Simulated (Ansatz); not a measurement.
# C₂H₄AlN: taking an electron away

One table from this session's results is given with a row withheld; the runs are named, their logs left out.

Method: unrestricted cation, the program's frozen cores in correlated methods; program: Ansatz 0.2.0, Gaussian basis.

Plan: UKS PBE-D4/def2-TZVPP; UKS r2SCAN-D4/def2-TZVPP; UKS PBE0-D4/def2-TZVPP; UKS B3LYP-D4/def2-TZVPP; UKS wB97X-V/def2-TZVPP; UKS wB97M-V/def2-TZVPP; UKS B2PLYP/def2-TZVPP; UHF-MP2/def2-TZVPP; UHF-MP2/def2-QZVPP; then −ε(HOMO) from the neutral's earlier runs with LDA (SPW92), PBE-D4, revPBE-D4, BLYP-D4, r2SCAN-D4, B97M-V, PBE0-D4, B3LYP-D4, r2SCANh-D4, r2SCAN0-D4, HSE06-D4, BHLYP-D4, CAM-B3LYP-D4, LC-ωPBE, ωB97X-V, ωB97M-V.

1 further run of the same task is left out (it didn't finish).

### Structure used throughout

The geometry comes from an earlier relaxation with PBE0-D4 in a triple-zeta def2 set; it is a stationary point, not always the lowest conformer.

SMILES `N=[C]1[CH2][AlH]1`, 8 atoms, charge 0, spin multiplicity 1.

Atoms are counted from 1 here; the program's logs count them from 0.

Bond lengths: N1–C2 1.260 Å, N1–H5 1.029 Å, C2–C3 1.521 Å, C2–Al4 1.910 Å, C3–Al4 1.940 Å, C3–H6 1.091 Å, C3–H7 1.103 Å, Al4–H8 1.580 Å. Angles: C2–N1–H5 111.1°, N1–C2–C3 133.3°, N1–C2–Al4 150.7°, C3–C2–Al4 67.8°, C2–C3–Al4 65.7°, C2–C3–H6 120.2°, C2–C3–H7 109.2°, Al4–C3–H6 141.4°, Al4–C3–H7 101.0°, H6–C3–H7 110.7°, C2–Al4–C3 46.5°, C2–Al4–H8 163.3°, C3–Al4–H8 150.2°.

Set-up of the first run:

Input file in.yaml:

```yaml
crystal:
  periodic: [false, false, false]
  atoms:
    - {symbol: N, position_ang: [-1.279102, 1.051347, -0.977289]}
    - {symbol: C, position_ang: [-0.493729, 0.163909, -0.549152]}
    - {symbol: C, position_ang: [0.735781, 0.203105, 0.346058]}
    - {symbol: Al, position_ang: [-0.185927, -1.503694, 0.330372]}
    - {symbol: H, position_ang: [-0.918906, 1.993184, -0.773720]}
    - {symbol: H, position_ang: [0.921152, 1.066217, 0.987858]}
    - {symbol: H, position_ang: [1.629375, -0.035650, -0.254157]}
    - {symbol: H, position_ang: [-0.316443, -2.995618, 0.834229]}
basis:
  gaussian: {orbitals: def2-TZVPP}
total_charge: 1
magnetization: {spin_polarized: true, initial_magnetization: 1}
hamiltonian: {xc: pbe, dispersion: d4}
```

The run is started by

```bash
> ansatz run in.yaml --threads 2 --pin off --events-out ev --progress --plain --max-ram 4352MiB
```

Steps of the session up to this table: Cation, UKS PBE-D4/def2-TZVPP; Cation, UKS r2SCAN-D4/def2-TZVPP; Cation, UKS PBE0-D4/def2-TZVPP; Cation, UKS B3LYP-D4/def2-TZVPP; Cation, UKS wB97X-V/def2-TZVPP; Cation, UKS wB97M-V/def2-TZVPP; Cation, UKS B2PLYP (frozen core)/def2-TZVPP; Cation, UHF-MP2/def2-TZVPP; Cation, UHF-MP2/def2-QZVPP.

One of the session's tables, all rows but one given; the rest of the session is left out.

Orbital estimates, from the neutral's runs:

```
  functional  −ε(HOMO) (eV)
 LDA (SPW92)           5.05
      PBE-D4           4.96
   revPBE-D4           4.92
     BLYP-D4           4.86
   r2SCAN-D4              ?
      B97M-V           5.29
     PBE0-D4           6.12
    B3LYP-D4           5.94
  r2SCANh-D4           5.58
  r2SCAN0-D4           6.24
    HSE06-D4           5.72
    BHLYP-D4           7.22
CAM-B3LYP-D4           7.41
     LC-ωPBE           8.66
     ωB97X-V           8.37
     ωB97M-V           8.26
```

Q: Estimate the row for r2SCAN-D4 from the others.

Worked estimate for «−ε(HOMO) (eV)». Against the share of exact exchange, r2SCANh-D4 (0.1, 5.58), r2SCAN0-D4 (0.25, 6.24) give a slope of 4.40 per unit share; at 0 the line stands at 5.14.

As computed: −ε(HOMO) (eV): 5.14. In «−ε(HOMO) (eV)» the line misses by 0.00.
